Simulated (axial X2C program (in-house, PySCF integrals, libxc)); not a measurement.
# BrSiBr⁻: bond lengths and stretches, held linear

Aim: the two bond lengths and stretching wavenumbers of linear BrSiBr⁻, with and without spin–orbit coupling, at PBE0, TPSSh.

Program: an in-house X2C program for linear molecules on PySCF integrals. Level of theory: all-electron X2C, two-component (2c) or spin-free, Br dyall-av3z, Si dyall-v3z. These are calculated values, not measurements.

All values are calculated.

2 further runs of the same task are left out: 2 set aside as unsound or not needed.

## (1) Set-up

The input, task.json:

```json
{"zs": [35, 14, 35], "q": -1, "bas": ["dyall-av3z", "dyall-v3z", "dyall-av3z"], "r0": [2.3, 2.3], "symm": 1, "scan": ["PBE0", "HF", "TPSSh"], "levels": ["PBE0", "HF", "TPSSh"], "nst": 2}
```

Keys: zs atomic numbers; q charge; bas basis sets; r0 starting distance in Å; symm equal bonds; scan levels of the two-bond scan; levels methods; nst determinants followed.

Run with:

```console
> python solin.py task.json out
```

Masses Br 78.918, Si 27.977, Br 78.918 u.

## (2) Scan at PBE0, 2c

State: Ω = 1/2 (beyond evenly filled blocks: ω = 1/2). Energies above the lowest point, from the job's result record:

```
r(Br–Si) (Å)  r(Si–Br) (Å)  E (meV)
      2.5233        2.5233    21.99
      2.5233        2.5880     6.92
      2.5233        2.6527     7.06
      2.5880        2.5233     6.92
      2.5880        2.5880     0.00
      2.5880        2.6527     7.89
      2.5880        2.7174    27.47
      2.6527        2.5233     7.06
      2.6527        2.5880     7.89
      2.6527        2.6527    23.16
      2.7174        2.5880    27.47
      2.7174        2.7174    82.95
```

A quadratic surface with cubic terms in each bond gives the minimum at 2.585 and 2.585 Å, force constants 0.561, 0.561 and coupling 0.28 mdyn/Å.

## (3) Scan at TPSSh, 2c

State: Ω = 1/2 (beyond evenly filled blocks: ω = 1/2). Energies above the lowest point, from the job's result record:

```
r(Br–Si) (Å)  r(Si–Br) (Å)  E (meV)
      2.5233        2.5233    31.84
      2.5233        2.5880    11.95
      2.5233        2.6527     7.46
      2.5880        2.5233    11.95
      2.5880        2.5880     0.00
      2.5880        2.6527     3.07
      2.5880        2.7174    18.12
      2.6527        2.5233     7.46
      2.6527        2.5880     3.07
      2.6527        2.6527    13.33
      2.7174        2.5880    18.12
      2.7174        2.7174    63.51
```

A quadratic surface with cubic terms in each bond gives the minimum at 2.600 and 2.600 Å, force constants 0.544, 0.544 and coupling 0.27 mdyn/Å.

## (4) Scan at PBE0, spin-free

State: M_S = 1/2, Λ = 1 (beyond evenly filled blocks: π+α). Energies above the lowest point, from the job's result record:

```
r(Br–Si) (Å)  r(Si–Br) (Å)  E (meV)
      2.5233        2.5233    22.67
      2.5233        2.5880     7.25
      2.5233        2.6527     7.07
      2.5880        2.5233     7.25
      2.5880        2.5880     0.00
      2.5880        2.6527     7.57
      2.5880        2.7174    26.86
      2.6527        2.5233     7.07
      2.6527        2.5880     7.57
      2.6527        2.6527    22.54
      2.7174        2.5880    26.86
      2.7174        2.7174    81.77
```

A quadratic surface with cubic terms in each bond gives the minimum at 2.586 and 2.586 Å, force constants 0.56, 0.56 and coupling 0.28 mdyn/Å.

## (5) Comparison

| level | r(Br–Si) (Å) | r(Si–Br) (Å) | lower stretch (cm⁻¹) | upper stretch (cm⁻¹) |
| --- | --- | --- | --- | --- |
| PBE0, 2c | 2.585 | 2.585 | 134.6 | 199.9 |
| TPSSh, 2c | 2.600 | 2.600 | 132.7 | 196.4 |
| PBE0, spin-free | 2.586 | 2.586 | 134.6 | 199.4 |
| TPSSh, spin-free | 2.601 | 2.601 | 132.7 | 196.1 |

Scans not shown above were run alike.

What this shows: Over the levels the Br–Si bond spans 2.585 to 2.601 Å and the Si–Br bond 2.585 to 2.601 Å. At PBE0 spin–orbit coupling leaves both bonds unchanged to 0.001 Å. Each state is one determinant, the lowest of a limited PBE0 search; the stretches come from a fit to few points and are good to some per cent at best. The stretches are sorted by size, and where the two bonds are alike the symmetric and antisymmetric modes can swap order between levels. For an anion the highest level of a functional can be positive, and the basis then holds the extra electron. The molecule was held linear; bending was not examined, so a bent shape may lie lower. Note: functional without a current term on a determinant with orbital currents, of the molecule or an atom.
